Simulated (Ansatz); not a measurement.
# Al2O3: the cost of one run

The runs shown are made with Ansatz 0.2.0. PAW datasets, plane waves. Spin-unpolarised throughout; all numbers are computed.

### 1 The structure to begin with

The unstrained cell was relaxed with r2SCAN; in each strained cell the atoms were relaxed again with r2SCAN. Names of k-points are those of the unstrained zone, where strain can split equivalent points. First state: +3.0 % strain along z alone.

It is trigonal, R-3c (No. 167); a = 4.759 Å, c = 13.385 Å in the conventional setting, 8.75 Å³ an atom. Around Al lie 6 O at 1.87–1.99 Å; around O lie 4 Al at 1.87–1.99 Å.

Structure file:

```
Al O
1.0
     2.37936    1.37372    4.46154
    -2.37936    1.37372    4.46154
     0.00000   -2.74745    4.46154
Al O
4 6
Cartesian
  0.0000 0.0000 11.3923
  0.0000 0.0000 4.7000
  0.0000 0.0000 1.9923
  0.0000 0.0000 8.6846
  0.9190 -1.3737 5.5769
  -1.6492 -0.1090 5.5769
  -0.9190 1.3737 7.8077
  -0.7302 -1.4827 7.8077
  1.6492 0.1090 7.8077
  0.7302 1.4827 5.5769
```

From earlier runs on the unstrained cell: PBE 6.24 eV, r2SCAN 7.14 eV, HSE06 8.11 eV; a = 4.759 Å, c = 12.995 Å.

### 2 +3.0 % strain along z alone: PBE

File input.yaml:

```yaml
crystal:
  lattice:
    - [2.379361413, 1.3737249523, 4.4615418082]
    - [-2.379361413, 1.3737249523, 4.4615418082]
    - [0.0, -2.7474499046, 4.4615418082]
  atoms:
    - { symbol: Al, position: [0.8511485239, 0.8511485239, 0.8511485239] }
    - { symbol: Al, position: [0.3511485239, 0.3511485239, 0.3511485239] }
    - { symbol: Al, position: [0.1488514761, 0.1488514761, 0.1488514761] }
    - { symbol: Al, position: [0.6488514761, 0.6488514761, 0.6488514761] }
    - { symbol: O, position: [0.4431093499, 0.0568906501, 0.75] }
    - { symbol: O, position: [0.0568906501, 0.75, 0.4431093499] }
    - { symbol: O, position: [0.5568906501, 0.9431093499, 0.25] }
    - { symbol: O, position: [0.25, 0.5568906501, 0.9431093499] }
    - { symbol: O, position: [0.9431093499, 0.25, 0.5568906501] }
    - { symbol: O, position: [0.75, 0.4431093499, 0.0568906501] }
kpoints:
  mp_grid: { grid: [6, 6, 6] }
  band_path:
    path:
      - [0.0, 0.0, 0.0]
      - [0.5, 0.5, 0.5]
      - [0.7662811645, 0.2337188355, 0.5]
      - [0.5, -0.2337188355, 0.2337188355]
      - [0.5, 0.0, 0.0]
      - [0.3668594178, -0.3668594178, 0.0]
      - [0.6331405822, 0.0, 0.3668594178]
      - [0.5, 0.0, 0.5]
      - [-0.072917, -0.072917, -0.010417]
    npoints: 1
hamiltonian:
  xc: pbe
scf:
  occupations: { method: fermi_dirac, width: 0.02 }
  n_extra_bands: 6
output:
  forces: true
  stress: true
  eigenvalues: true
  write_density: true
  write_potential: true
  elf: true
  volumetric_format: npy
```

Command:

```console
ansatz run input.yaml --threads 2 --pin off --max-ram 29491MiB --backend cpu --events-out ev --progress --plain --runs-dir out
```

Q: Estimate wall time and peak memory on 2 threads of AMD EPYC 7R13 (Zen 3), shared host.

About 2.8 s, with a peak of 0.52 GiB.
